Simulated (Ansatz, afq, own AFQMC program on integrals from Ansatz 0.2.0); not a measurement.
# AlSiH3ClF (singlet): quantum Monte Carlo beside coupled cluster, def2-TZVP

How near does AFQMC come to the top of the ladder for AlSiH3ClF (singlet)?

Program: Ansatz 0.2.0, Gaussian basis, and an in-house AFQMC program (afq) on its integrals; all values are calculated. Level of theory: def2-TZVP, frozen cores. These are calculated values, not measurements.

The runs, in order: PBE (unrestricted); CCSD(T) on RHF; CCSD(T) on RHF; r2SCAN (unrestricted); CCSD(T) on RHF; PBE0 (unrestricted); B3LYP (unrestricted); wB97M-V (unrestricted); B2PLYP (unrestricted); Phaseless AFQMC, CISD trial on RHF; UHF.

## 1. The geometry

The geometry is a PBE0/def2-SVP stationary point (not a proven minimum).

7 atoms, charge 0, spin multiplicity 1.

Atoms are counted from 1 here; the program's logs count them from 0.

Bond lengths: F1–Al2 1.664 Å, Al2–Si3 2.430 Å, Al2–Cl4 2.096 Å, Si3–H5 1.496 Å, Si3–H6 1.496 Å, Si3–H7 1.494 Å. Angles: F1–Al2–Si3 119.8°, F1–Al2–Cl4 115.8°, Si3–Al2–Cl4 124.3°, Al2–Si3–H5 109.6°, Al2–Si3–H6 110.0°, Al2–Si3–H7 110.8°, H5–Si3–H6 108.3°, H5–Si3–H7 109.0°, H6–Si3–H7 109.1°.

## 2. PBE (unrestricted)

Input file in.yaml:

```yaml
crystal:
  periodic: [false, false, false]
  atoms:
    - {symbol: F, position_ang: [-0.456559, -2.445107, 0.808566]}
    - {symbol: Al, position_ang: [-0.782137, -1.068382, -0.066598]}
    - {symbol: Si, position_ang: [0.708120, 0.845139, 0.089949]}
    - {symbol: Cl, position_ang: [-2.502013, -1.132200, -1.262814]}
    - {symbol: H, position_ang: [2.082362, 0.448684, -0.348862]}
    - {symbol: H, position_ang: [0.785321, 1.318195, 1.506986]}
    - {symbol: H, position_ang: [0.226205, 1.965770, -0.773026]}
basis:
  gaussian: {orbitals: def2-TZVP}
magnetization: {spin_polarized: true, initial_magnetization: 0}
hamiltonian: {xc: {name: PBE}}
output: {orbitals: {seedname: orbitals}}
```

Command:

```bash
$ ansatz run in.yaml --threads 1 --pin off --events-out ev --progress --plain --max-ram 8192MiB --backend cpu
```

The program printed:

```text
Functional definition: PBE
  name "PBE"
  cite "Perdew, Burke & Ernzerhof, Phys. Rev. Lett. 77, 3865 (1996) doi:10.1103/PhysRevLett.77.3865"
  parent pbe
  parameter kappa = 0.804
  parameter beta = 0.06672455060314922
  exchange = pbe_x(kappa = kappa, mu = beta*pi^2/3)
  correlation = pbe_c(beta = beta)
1055 factors; their error is unknown
mean field evaluation 1: about -29749.5302 eV, gradient 3.2e1 eV
mean field evaluation 2: about -29730.6901 eV, gradient 8.5e1 eV
mean field evaluation 4: about -29753.2329 eV, gradient 3.9e0 eV
mean field evaluation 8: about -29753.2935 eV, gradient 1.1e-1 eV
mean field evaluation 16: about -29753.2823 eV, gradient 1.9e-5 eV
mean field -29753.28227003 eV, -1093.4129559246 hartree, gradient 1.9e-5 eV, S^2 0.000000; 0 other end points of the search recorded, 0 dependent functions left out
reference -29753.28231666 eV, -1093.4129576380 hartree; 28, 28 occupied and 132, 132 virtual orbitals, 1055 factors
Total energy: -29753.28231666 eV, -1093.4129576380 hartree
```

Wall time 4.6 s (1 thread of AMD EPYC 7R13 (Zen 3), shared host); peak memory 0.72 GiB.

From the report: ⟨S²⟩ of the determinant 0.000 (pure singlet: 0.00).

## 3. CCSD(T) on RHF

in.yaml: that of step 2 with these lines changed.

```diff
@@ -12,4 +12,3 @@
   gaussian: {orbitals: def2-TZVP}
-magnetization: {spin_polarized: true, initial_magnetization: 0}
-hamiltonian: {xc: {name: PBE}}
-output: {orbitals: {seedname: orbitals}}
+magnetization: {spin_polarized: false}
+correlation: {method: ccsd_t, electrons: outside_noble_gas, hamiltonian_folder: ham}
```

Command:

```bash
$ ansatz run in.yaml --threads 1 --pin off --events-out ev --progress --plain --max-ram 24576MiB --backend cuda --devices 0, --max-vram 18GiB
```

The program printed, shortened:

```text
Functional definition: HF
  name "HF"
  cite "Fock, Z. Phys. 61, 126 (1930) doi:10.1007/BF01340294"
  parent pbe
[...]
1015 factors; integrals over basis functions are off by at most 1.1e-3 eV
[...]
mean field -29708.43964405 eV, -1091.7650198152 hartree, gradient 1.2e-6 eV, S^2 0.000000; 0 other end points of the search recorded, 0 dependent functions left out
16 core orbitals not correlated: weight in the atoms' cores, before any rotation towards them, 1.000 or more for the frozen orbitals, at most 0.000 for the correlated occupied ones
reference -29708.43964405 eV, -1091.7650198152 hartree; 12, 12 occupied and 132, 132 virtual orbitals, 1015 factors
second order -16.92774215 eV of doubles, -0.00000000 eV of singles
cycle   1  -17.66523581 eV  change   -7.4e-1 eV  update   9.6e-2
[...]
cycle   9  -18.19090306 eV  change   -2.7e-5 eV  update   1.8e-5
perturbative correction -0.61702863 eV, -0.0226753838 hartree
Total energy: -29727.24757573 eV, -1092.4561985561 hartree
```

Run time: 6 s. Hardware: 1 × NVIDIA H100 80GB HBM3 with 1 thread of AMD EPYC 7R13 (Zen 3), shared host; peak host memory 0.79 GiB.

From the report: correlation -18.8079 eV; T1 0.013; largest double amplitude 0.04.

This run also writes the integrals to the folder ham.

## 4. CCSD(T) on RHF

in.yaml: that of step 3 with these lines changed.

```diff
@@ -11,4 +11,4 @@
 basis:
-  gaussian: {orbitals: def2-TZVP}
+  gaussian: {orbitals: def2-TZVPP}
 magnetization: {spin_polarized: false}
-correlation: {method: ccsd_t, electrons: outside_noble_gas, hamiltonian_folder: ham}
+correlation: {method: ccsd_t, electrons: outside_noble_gas}
```

The command is unchanged.

The program printed, shortened:

```text
Functional definition: HF
  name "HF"
  cite "Fock, Z. Phys. 61, 126 (1930) doi:10.1007/BF01340294"
  parent pbe
[...]
1178 factors; integrals over basis functions are off by at most 7.3e-4 eV
[...]
mean field -29708.45870162 eV, -1091.7657201680 hartree, gradient 2.4e-6 eV, S^2 0.000000; 0 other end points of the search recorded, 0 dependent functions left out
16 core orbitals not correlated: weight in the atoms' cores, before any rotation towards them, 1.000 or more for the frozen orbitals, at most 0.000 for the correlated occupied ones
reference -29708.45870162 eV, -1091.7657201680 hartree; 12, 12 occupied and 171, 171 virtual orbitals, 1178 factors
second order -17.31624354 eV of doubles, -0.00000000 eV of singles
cycle   1  -18.00130147 eV  change   -6.9e-1 eV  update   9.5e-2
[...]
cycle   9  -18.52246039 eV  change   -2.6e-5 eV  update   1.8e-5
perturbative correction -0.63217737 eV, -0.0232320900 hartree
Total energy: -29727.61333938 eV, -1092.4696401222 hartree
```

Run time: 3.9 s. Hardware: 1 × NVIDIA H100 80GB HBM3 with 1 thread of AMD EPYC 7R13 (Zen 3), shared host; peak host memory 0.79 GiB.

From the report: correlation -19.1546 eV; T1 0.012; largest double amplitude 0.04.

## 5. r2SCAN (unrestricted)

in.yaml: that of step 4 with these lines changed.

```diff
@@ -11,4 +11,4 @@
 basis:
-  gaussian: {orbitals: def2-TZVPP}
-magnetization: {spin_polarized: false}
-correlation: {method: ccsd_t, electrons: outside_noble_gas}
+  gaussian: {orbitals: def2-TZVP}
+magnetization: {spin_polarized: true, initial_magnetization: 0}
+hamiltonian: {xc: {name: r2SCAN}}
```

Command:

```bash
$ ansatz run in.yaml --threads 1 --pin off --events-out ev --progress --plain --max-ram 8192MiB --backend cpu
```

The program printed:

```text
Functional definition: r2SCAN
  name "r2SCAN"
  cite "Furness, Kaplan, Ning, Perdew & Sun, J. Phys. Chem. Lett. 11, 8208 (2020) doi:10.1021/acs.jpclett.0c02405"
  cite "Furness, Kaplan, Ning, Perdew & Sun, J. Phys. Chem. Lett. 11, 9248 (2020) doi:10.1021/acs.jpclett.0c03077"
  parent r2scan
  parameter k0 = 0.174
  parameter k1 = 0.065
  parameter a1 = 4.9479
  exchange = r2scan_x(k0 = k0, k1 = k1, a1 = a1)
  correlation = r2scan_c
1055 factors; their error is unknown
mean field evaluation 1: about -29762.4042 eV, gradient 3.1e1 eV
mean field evaluation 2: about -29751.7979 eV, gradient 6.7e1 eV
mean field evaluation 4: about -29765.5572 eV, gradient 2.3e0 eV
mean field evaluation 8: about -29765.5653 eV, gradient 9.8e-2 eV
mean field evaluation 16: about -29765.5654 eV, gradient 2.4e-5 eV
mean field -29765.56535129 eV, -1093.8643508353 hartree, gradient 2.4e-5 eV, S^2 0.000000; 0 other end points of the search recorded, 0 dependent functions left out
reference -29765.56536753 eV, -1093.8643514318 hartree; 28, 28 occupied and 132, 132 virtual orbitals, 1055 factors
Total energy: -29765.56536753 eV, -1093.8643514318 hartree
```

It took 11 s on 1 thread of AMD EPYC 7R13 (Zen 3), shared host; peak memory 0.72 GiB.

From the report: ⟨S²⟩ of the determinant 0.000 (pure singlet: 0.00).

## 6. CCSD(T) on RHF

in.yaml: that of step 5 with these lines changed.

```diff
@@ -11,4 +11,4 @@
 basis:
-  gaussian: {orbitals: def2-TZVP}
-magnetization: {spin_polarized: true, initial_magnetization: 0}
-hamiltonian: {xc: {name: r2SCAN}}
+  gaussian: {orbitals: "def2-QZVPP.json"}
+magnetization: {spin_polarized: false}
+correlation: {method: ccsd_t, electrons: outside_noble_gas}
```

Command:

```bash
$ ansatz run in.yaml --threads 1 --pin off --events-out ev --progress --plain --max-ram 24576MiB --backend cuda --devices 0, --max-vram 18GiB
```

The program printed, shortened:

```text
Functional definition: HF
  name "HF"
  cite "Fock, Z. Phys. 61, 126 (1930) doi:10.1007/BF01340294"
  parent pbe
[...]
2107 factors; integrals over basis functions are off by at most 7.6e-4 eV
[...]
mean field -29709.37971968 eV, -1091.7995669572 hartree, gradient 6.4e-6 eV, S^2 0.000000; 0 other end points of the search recorded, 0 dependent functions left out
16 core orbitals not correlated: weight in the atoms' cores, before any rotation towards them, 1.000 or more for the frozen orbitals, at most 0.000 for the correlated occupied ones
reference -29709.37971968 eV, -1091.7995669572 hartree; 12, 12 occupied and 329, 329 virtual orbitals, 2107 factors
second order -18.94552021 eV of doubles, -0.00000000 eV of singles
cycle   1  -19.45980561 eV  change   -5.1e-1 eV  update   9.4e-2
[...]
cycle  10  -19.99133168 eV  change   -9.5e-6 eV  update   6.2e-6
perturbative correction -0.75139554 eV, -0.0276132768 hartree
Total energy: -29730.12244690 eV, -1092.5618481229 hartree
```

Wall time 11 s (1 × NVIDIA H100 80GB HBM3 with 1 thread of AMD EPYC 7R13 (Zen 3), shared host); peak host memory 0.86 GiB.

From the report: correlation -20.7427 eV; T1 0.012; largest double amplitude 0.03.

## 7. PBE0 (unrestricted)

in.yaml: that of step 6 with these lines changed.

```diff
@@ -11,4 +11,5 @@
 basis:
-  gaussian: {orbitals: "def2-QZVPP.json"}
-magnetization: {spin_polarized: false}
-correlation: {method: ccsd_t, electrons: outside_noble_gas}
+  gaussian: {orbitals: def2-TZVP}
+magnetization: {spin_polarized: true, initial_magnetization: 0}
+hamiltonian: {xc: {name: PBE0}}
+output: {orbitals: {seedname: orbitals}}
```

Command:

```bash
$ ansatz run in.yaml --threads 1 --pin off --events-out ev --progress --plain --max-ram 8192MiB --backend cpu
```

The program printed:

```text
Functional definition: PBE0
  name "PBE0"
  cite "Adamo & Barone, J. Chem. Phys. 110, 6158 (1999) doi:10.1063/1.478522"
  cite "Perdew, Burke & Ernzerhof, Phys. Rev. Lett. 77, 3865 (1996) doi:10.1103/PhysRevLett.77.3865"
  parent pbe
  parameter a = 0.25
  parameter kappa = 0.804
  parameter beta = 0.06672455060314922
  exchange = (1 - a)*pbe_x(kappa = kappa, mu = beta*pi^2/3) + a*exact_x
  correlation = pbe_c(beta = beta)
1103 factors; their error is unknown
mean field evaluation 1: about -29753.0565 eV, gradient 2.8e1 eV
mean field evaluation 2: about -29748.4214 eV, gradient 5.0e1 eV
mean field evaluation 4: about -29755.6480 eV, gradient 1.3e0 eV
mean field evaluation 8: about -29755.7481 eV, gradient 1.9e-2 eV
mean field -29755.74808357 eV, -1093.5035729007 hartree, gradient 5.3e-5 eV, S^2 0.000000; 0 other end points of the search recorded, 0 dependent functions left out
reference -29755.74811818 eV, -1093.5035741725 hartree; 28, 28 occupied and 132, 132 virtual orbitals, 1103 factors
Total energy: -29755.74811818 eV, -1093.5035741725 hartree
```

Run time: 7 s. Hardware: 1 thread of AMD EPYC 7R13 (Zen 3), shared host; peak memory 0.72 GiB.

From the report: ⟨S²⟩ of the determinant 0.000 (pure singlet: 0.00).

## 8. B3LYP (unrestricted)

in.yaml: that of step 7 with these lines changed.

```diff
@@ -13,3 +13,2 @@
 magnetization: {spin_polarized: true, initial_magnetization: 0}
-hamiltonian: {xc: {name: PBE0}}
-output: {orbitals: {seedname: orbitals}}
+hamiltonian: {xc: {name: B3LYP}}
```

The command is unchanged.

The program printed, shortened:

```text
Functional definition: B3LYP
  name "B3LYP"
  cite "Stephens, Devlin, Chabalowski & Frisch, J. Phys. Chem. 98, 11623 (1994) doi:10.1021/j100096a001"
  cite "Becke, Phys. Rev. A 38, 3098 (1988) doi:10.1103/PhysRevA.38.3098"
  cite "Lee, Yang & Parr, Phys. Rev. B 37, 785 (1988) doi:10.1103/PhysRevB.37.785"
  cite "Vosko, Wilk & Nusair, Can. J. Phys. 58, 1200 (1980) doi:10.1139/p80-159"
[...]
1071 factors; their error is unknown
[...]
mean field -29770.66835232 eV, -1094.0518826639 hartree, gradient 1.6e-5 eV, S^2 0.000000; 0 other end points of the search recorded, 0 dependent functions left out
reference -29770.66863660 eV, -1094.0518931111 hartree; 28, 28 occupied and 132, 132 virtual orbitals, 1071 factors
Total energy: -29770.66863660 eV, -1094.0518931111 hartree
```

Wall time 7 s (1 thread of AMD EPYC 7R13 (Zen 3), shared host); peak memory 1.2 GiB.

From the report: ⟨S²⟩ of the determinant 0.000 (pure singlet: 0.00).

## 9. wB97M-V (unrestricted)

in.yaml: that of step 8 with these lines changed.

```diff
@@ -13,2 +13,3 @@
 magnetization: {spin_polarized: true, initial_magnetization: 0}
-hamiltonian: {xc: {name: B3LYP}}
+hamiltonian: {xc: {name: wB97M-V}}
+output: {orbitals: {seedname: orbitals}}
```

Same command.

The program printed, shortened:

```text
Functional definition: wB97M-V
  name "wB97M-V"
  cite "Mardirossian & Head-Gordon, J. Chem. Phys. 144, 214110 (2016) doi:10.1063/1.4952647"
  cite "Becke, J. Chem. Phys. 107, 8554 (1997) doi:10.1063/1.475007"
  cite "Vydrov & Van Voorhis, J. Chem. Phys. 133, 244103 (2010) doi:10.1063/1.3521275"
  # Of w^i u^j: cxij and so on, Table III.
[...]
  gx(w, u) = 1 - cx + cx01*u + cx10*w
  gss(w, u) = css00 + css04*u^4 + css10*w + css20*w^2 + css43*w^4*u^3
  gos(w, u) = cos00 + cos10*w + (cos20 + cos21*u)*w^2 + (cos60 + cos61*u)*w^6
[...]
      + integral(e_c_pw_mod_opposite_spin*gos(b97_w_opposite, b97_u_opposite)) + vv10(b, c)
1062 factors; their error is unknown
246 factors; integrals over basis functions are off by at most 2.7e-5 eV
[...]
mean field -29766.47696350 eV, -1093.8978519657 hartree, gradient 5.4e-5 eV, S^2 0.000000; 0 other end points of the search recorded, 0 dependent functions left out
reference -29766.47701795 eV, -1093.8978539669 hartree; 28, 28 occupied and 132, 132 virtual orbitals, 1062 factors
Total energy: -29766.47701795 eV, -1093.8978539669 hartree
```

Wall time 19 s (1 thread of AMD EPYC 7R13 (Zen 3), shared host); peak memory 3.2 GiB.

From the report: ⟨S²⟩ of the determinant 0.000 (pure singlet: 0.00).

## 10. B2PLYP (unrestricted)

in.yaml: that of step 9 with these lines changed.

```diff
@@ -13,3 +13,3 @@
 magnetization: {spin_polarized: true, initial_magnetization: 0}
-hamiltonian: {xc: {name: wB97M-V}}
-output: {orbitals: {seedname: orbitals}}
+hamiltonian: {xc: {name: B2PLYP}}
+correlation: {electrons: outside_noble_gas}
```

The command is unchanged.

The program printed, shortened:

```text
Functional definition: B2PLYP
  name "B2PLYP"
  cite "Grimme, J. Chem. Phys. 124, 034108 (2006) doi:10.1063/1.2148954"
  cite "Becke, Phys. Rev. A 38, 3098 (1988) doi:10.1103/PhysRevA.38.3098"
  cite "Lee, Yang & Parr, Phys. Rev. B 37, 785 (1988) doi:10.1103/PhysRevB.37.785"
[...]
1015 factors; integrals over basis functions are off by at most 1.1e-3 eV
[...]
mean field -29751.91678735 eV, -1093.3627753617 hartree, gradient 4.1e-6 eV, S^2 0.000000; 0 other end points of the search recorded, 0 dependent functions left out
16 core orbitals not correlated: weight in the atoms' cores, before any rotation towards them, 1.000 or more for the frozen orbitals, at most 0.000 for the correlated occupied ones
reference -29751.91696636 eV, -1093.3627819400 hartree; 12, 12 occupied and 132, 132 virtual orbitals, 1015 factors
second order -20.53465527 eV of doubles, -0.00000000 eV of singles
Total energy: -29757.46132328 eV, -1093.5665332988 hartree
```

Wall time 9 s (1 thread of AMD EPYC 7R13 (Zen 3), shared host); peak memory 3.2 GiB.

From the report: ⟨S²⟩ of the determinant 0.000 (pure singlet: 0.00).

## 11. Phaseless AFQMC, CISD trial on RHF

It reads the integrals that the CCSD(T) run on this determinant wrote.

Command:

```bash
$ afq ham --method phaseless --trial cisd --walkers 1000 --populations 20 --least-time 60 --time-step 0.005 --steps-per-block 50 --equilibration-blocks 28 --max-blocks 4000 --target-error 0.0003 --factor-cut 1e-05 --seed 5304 --release-times 0.21,0.42,0.63,0.9 --release-step 0.03 --release-every 5 --taylor-order 6
```

The program printed:

```text
orbitals 144  electrons 12 12  factors 1005 of 1015
reference energy -1091.76501982 Eh
CCSD correlation -0.66850368 Eh in 12 cycles, weight of the determinant in the CISD state 0.7943
energy of the start -1092.433522 Eh
 block  time / (1/Eh)  mean weight  energy / Eh
     1     0.250  0.9991  -1092.415449
     2     0.500  1.0014  -1092.425346
     3     0.750  1.0001  -1092.437190
     4     1.000  0.9995  -1092.442885
     5     1.250  0.9991  -1092.449530
     6     1.500  1.0001  -1092.453366
     7     1.750  0.9996  -1092.451417
     8     2.000  0.9989  -1092.451389
     9     2.250  0.9997  -1092.454850
    10     2.500  1.0003  -1092.456520
    13     3.250  1.0002  -1092.458916
    19     4.750  1.0000  -1092.457519
    25     6.250  1.0003  -1092.463602
    31     7.750  1.0009  -1092.457439
    37     9.250  0.9985  -1092.462059
    43    10.750  0.9994  -1092.461118
    49    12.250  1.0004  -1092.461039
    55    13.750  1.0003  -1092.456370
    61    15.250  1.0007  -1092.463334
    67    16.750  0.9994  -1092.461290
    73    18.250  1.0000  -1092.459385
    79    19.750  0.9985  -1092.453758
    85    21.250  0.9997  -1092.458565
    91    22.750  1.0011  -1092.456491
    97    24.250  1.0007  -1092.459524
   103    25.750  1.0003  -1092.458247
   109    27.250  0.9991  -1092.460939
   115    28.750  0.9997  -1092.453332
   121    30.250  0.9981  -1092.459778
   127    31.750  0.9997  -1092.456991
   133    33.250  1.0005  -1092.455744
   139    34.750  0.9996  -1092.460100
   145    36.250  0.9997  -1092.458402
   151    37.750  1.0007  -1092.460697
   157    39.250  0.9996  -1092.459266
   163    40.750  0.9992  -1092.458421
   169    42.250  1.0000  -1092.458705
   175    43.750  0.9995  -1092.458831
   181    45.250  1.0007  -1092.467070
   187    46.750  0.9982  -1092.456736
   193    48.250  1.0002  -1092.466195
   199    49.750  1.0006  -1092.457786
   205    51.250  1.0010  -1092.460068
   211    52.750  1.0004  -1092.455570
   217    54.250  1.0000  -1092.459166
   223    55.750  1.0005  -1092.456472
   229    57.250  1.0004  -1092.454660
   235    58.750  0.9997  -1092.459379
   241    60.250  1.0006  -1092.461924
   247    61.750  0.9999  -1092.460275
   253    63.250  0.9987  -1092.459130
   259    64.750  0.9990  -1092.457295
   265    66.250  1.0006  -1092.458274
error from the spread of 20 populations
released: time / (1/Eh)  energy / Eh  error  mean overlap
  0.21  -1092.458456  0.000322  0.9963
  0.42  -1092.458213  0.000476  0.9983
  0.63  -1092.458368  0.000365  0.9970
  0.90  -1092.458143  0.000602  0.9920
energy -1092.459062 +/- 0.000342 Eh
```

Run time: 4.3 min. Hardware: 1 × NVIDIA H100 80GB HBM3 with 2 threads of AMD EPYC 7R13 (Zen 3), shared host; peak host memory 3.2 GiB.

Energy -29727.3255 ± 0.0093 eV. Caveats: constraint bias not in the error.

## 12. UHF

in.yaml: that of step 10 with these lines changed.

```diff
@@ -13,3 +13,3 @@
 magnetization: {spin_polarized: true, initial_magnetization: 0}
-hamiltonian: {xc: {name: B2PLYP}}
-correlation: {electrons: outside_noble_gas}
+hamiltonian: {xc: hf}
+output: {orbitals: {seedname: orbitals}}
```

Command:

```bash
$ ansatz run in.yaml --threads 1 --pin off --events-out ev --progress --plain --max-ram 24576MiB --backend cuda --devices 0, --max-vram 18GiB
```

The program printed:

```text
Functional definition: HF
  name "HF"
  cite "Fock, Z. Phys. 61, 126 (1930) doi:10.1007/BF01340294"
  parent pbe
  exchange = exact_x
  correlation = 0
1276 factors; their error is unknown
mean field evaluation 1: about -29705.3831 eV, gradient 2.4e1 eV
mean field evaluation 2: about -29707.2549 eV, gradient 1.6e1 eV
mean field evaluation 4: about -29708.0245 eV, gradient 5.7e-1 eV
mean field evaluation 8: about -29708.4393 eV, gradient 3.1e-1 eV
mean field -29708.43942681 eV, -1091.7650118316 hartree, gradient 2.1e-5 eV, S^2 0.000000; 0 other end points of the search recorded, 0 dependent functions left out
reference -29708.43942681 eV, -1091.7650118316 hartree; 28, 28 occupied and 132, 132 virtual orbitals, 1276 factors
Total energy: -29708.43942681 eV, -1091.7650118316 hartree
```

It took 13 s on 1 × NVIDIA H100 80GB HBM3 with 1 thread of AMD EPYC 7R13 (Zen 3), shared host; peak host memory 3.2 GiB.

From the report: ⟨S²⟩ of the determinant 0.000 (pure singlet: 0.00).

## 13. AFQMC on the ladder

On the RHF determinant, counted from CCSD(T) (a yardstick, not exact):

```tsv
level	energy (eV)	from CCSD(T) (meV)	statistical error (meV)	time
HF	-29708.4396	+18807.9		
MP2	-29725.3674	+1880.2		
CCSD	-29726.6305	+617.0		
CCSD(T)	-29727.2476	0.0		
Phaseless AFQMC, CISD trial, step 0.005, 1000 walkers	-29727.3255	-77.9	9.3	4.3 min
```

The functionals' totals stand on their own zeros and serve differences with other points: PBE -29753.282 eV; r2SCAN -29765.565 eV; PBE0 -29755.748 eV; B3LYP -29770.669 eV; wB97M-V -29766.477 eV; B2PLYP -29757.461 eV.

## 14. What came out

```
                                       quantity            value
Phaseless AFQMC, CISD trial on RHF from CCSD(T)  -77.9 ± 9.3 meV
```

In words: On RHF the phaseless walk with the CISD trial lies -77.9 meV from CCSD(T), 8 times its error bar. Error bars are statistical and leave out the constraint, the time step and what remains of the start.
